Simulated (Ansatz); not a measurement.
# Ga3As3CO: the cost of one run

Method: DFT PBE+D3(BJ), scalar-relativistic, plane waves, PAW, in Ansatz 0.2.0.

### Step 1. The structure to begin with

Symmetry: F-43m, No. 216, cubic system. The conventional cell has a = 5.654 Å, b = 5.654 Å, c = 5.654 Å, α = 90.00°, β = 90.00°, γ = 90.00°. Ga (site symmetry -43m) has 4 As at 2.45 Å as nearest neighbours. Around As (site symmetry -43m) lie 4 Ga at 2.45 Å.

Structure file:

```
CELL_PARAMETERS angstrom
0.00000 2.82685 2.82685
2.82685 0.00000 2.82685
2.82685 2.82685 0.00000
ATOMIC_POSITIONS crystal
Ga 0.00000 0.00000 0.00000
As 0.75000 0.75000 0.75000
```

Source of the structure: the Crystallography Open Database.

### Step 6. Plan of the scan

Atoms count from 1 in the order of the input.

CO (O end down) is moved over the surface cell at a fixed height above a rigid substrate; the origin of the map has the adsorbate above As6; the height is held at 2.90 Å.

- position of O7 along the first surface vector, from above As6: 6 values from 0.000 to 0.833, periodic
- position of O7 along the second surface vector, from above As6: 6 values from 0.000 to 0.833, periodic

Nothing else is relaxed. Points are written as (first, second).

The two vectors of the plane (Å): (4.014, 0.000, 0.000); (0.000, 5.676, 0.000).

(The set-up runs are not shown.)

### Step 7. The run at (2/6, 0/6) of the map's two axes

Input file input.yaml:

```yaml
crystal:
  lattice:
    - [4.0137031111, 0.0, 0.0]
    - [0.0, 5.6762333751, 0.0]
    - [0.0, 0.0, 23.3352699083]
  atoms:
    - { symbol: Ga, position: [0.5, 0.5, 0.1714143447] }
    - { symbol: As, position: [0.0, 0.25, 0.1714143447] }
    - { symbol: Ga, position: [0.0, 0.0653835255, 0.2680035048] }
    - { symbol: As, position: [0.5, 0.8102208698, 0.2504948966] }
    - { symbol: Ga, position: [0.5, 0.4894639609, 0.3228546357] }
    - { symbol: As, position: [0.0, 0.2887573198, 0.3593388866] }
    - { symbol: O, position: [0.3333333333, 0.2887573198, 0.4836142866] }
    - { symbol: C, position: [0.3333333333, 0.2887573198, 0.5328959107] }
basis:
  ecutwfc: 420
kpoints:
  mp_grid: { grid: [7, 5, 1] }
hamiltonian:
  xc: pbe
  pseudopotentials: { kind: paw, azcp: { folder: soft_1 } }
  dispersion: d3bj
scf:
  occupations: { method: gaussian, width: 0.05 }
output:
  forces: true
  eigenvalues: true
efield:
  axis: 3
  dipole_correction: true
  ramp_width: 0.04
```

Run with:

```sh
ansatz run input.yaml --threads 2 --pin off --max-ram 6144MiB --backend cpu --events-out ev --progress --plain --runs-dir out
```

What time and memory should one allow on 2 threads of Intel Xeon Platinum 8488C (Sapphire Rapids), shared host?

About 24 s, with a peak of 0.99 GiB.
